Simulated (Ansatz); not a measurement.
Predict the output of the script below (the Ansatz DFT code, driven from Python).

`scan_ch4nosb.py`:
```python
"""Potential curve of CH4NOSb along one bond."""

import ansatz as az
import numpy as np

BASIS = "def2-SVP"
XC = "hf"

GEOMETRY = """
N    -0.00210    1.37020   -0.24870
C     0.42450    0.04490   -0.09680
O     0.54620   -0.26750    1.21990
Sb   -0.97240   -1.34800    0.51140
H    -0.42710    1.48350   -1.24910
H    -0.85350    1.60030    0.38690
H     1.33650   -0.23800   -0.70200
H     0.04010   -2.70250    0.12270
"""


def main() -> None:
    ch4nosb = az.Crystal.molecule()
    for line in GEOMETRY.strip().splitlines():
        symbol, *xyz = line.split()
        ch4nosb = ch4nosb.atom(symbol, [float(v) for v in xyz])

    symbols = [site.symbol for site in ch4nosb.cartesian_sites]
    start = np.array([site.position_ang for site in ch4nosb.cartesian_sites])
    axis = (start[6] - start[1]) / np.linalg.norm(start[6] - start[1])
    moving = [6]
    lengths, energies = [0.995, 1.04, 1.085, 1.131, 1.176, 1.221, 1.266, 1.334], []
    for length in lengths:
        xyz = start.copy()
        xyz[moving] += (length - np.linalg.norm(start[6] - start[1])) * axis
        point = az.Crystal.molecule()
        for symbol, place in zip(symbols, xyz):
            point = point.atom(symbol, place.tolist())
        base = point.calculation().basis(gaussian=BASIS).functional(XC)
        rep = base.run(threads=1, pin="off").report
        energies.append(rep["free_energy_ev"])
        print(f"r = {length:6.3f} A  E = {energies[-1]:.5f} eV  <S^2> = {abs(rep['mean_field']['state']['spin_squared']):.3f}")

    # quartic fit about the minimum
    fit = np.polynomial.Polynomial.fit(lengths, np.array(energies) - min(energies), 4).convert()
    roots = [r.real for r in fit.deriv().roots() if abs(r.imag) < 1e-9 and fit.deriv(2)(r.real) > 0]
    r_e = min(roots, key=lambda r: abs(r - lengths[int(np.argmin(energies))]))
    print(f"minimum of the fit at {r_e:.4f} A, force constant {fit.deriv(2)(r_e):.2f} eV/A^2")


if __name__ == "__main__":
    main()
```

```console
$ python scan_ch4nosb.py
r =  0.995 A  E = -11116.67581 eV  <S^2> = 0.000
r =  1.040 A  E = -11116.82079 eV  <S^2> = 0.000
r =  1.085 A  E = -11116.86720 eV  <S^2> = 0.000
r =  1.131 A  E = -11116.83573 eV  <S^2> = 0.000
r =  1.176 A  E = -11116.74558 eV  <S^2> = 0.000
r =  1.221 A  E = -11116.61078 eV  <S^2> = 0.000
r =  1.266 A  E = -11116.44239 eV  <S^2> = 0.000
r =  1.334 A  E = -11116.14324 eV  <S^2> = 0.000
minimum of the fit at 1.0881 A, force constant 37.22 eV/A^2
```

What to keep in mind:
- Total energies depend on the basis set; only differences at equal settings carry meaning.
- The rest of the molecule is held rigid at a force-field or estimated start geometry, and the basis set is modest; single-reference methods fail as a bond breaks.
- def2 sets replace the cores of elements past krypton by effective core potentials.
- Hartree-Fock leaves correlation out, so bond, atomisation and ionisation energies come out well too low.
- The orbitals are restricted, so S² is zero by construction.
- Run time: 10 s on 1 thread of Arm Neoverse V1, on a shared host, peak memory 0.23 GiB.

(Lines on the test bed's own set-up are left out of the output.)
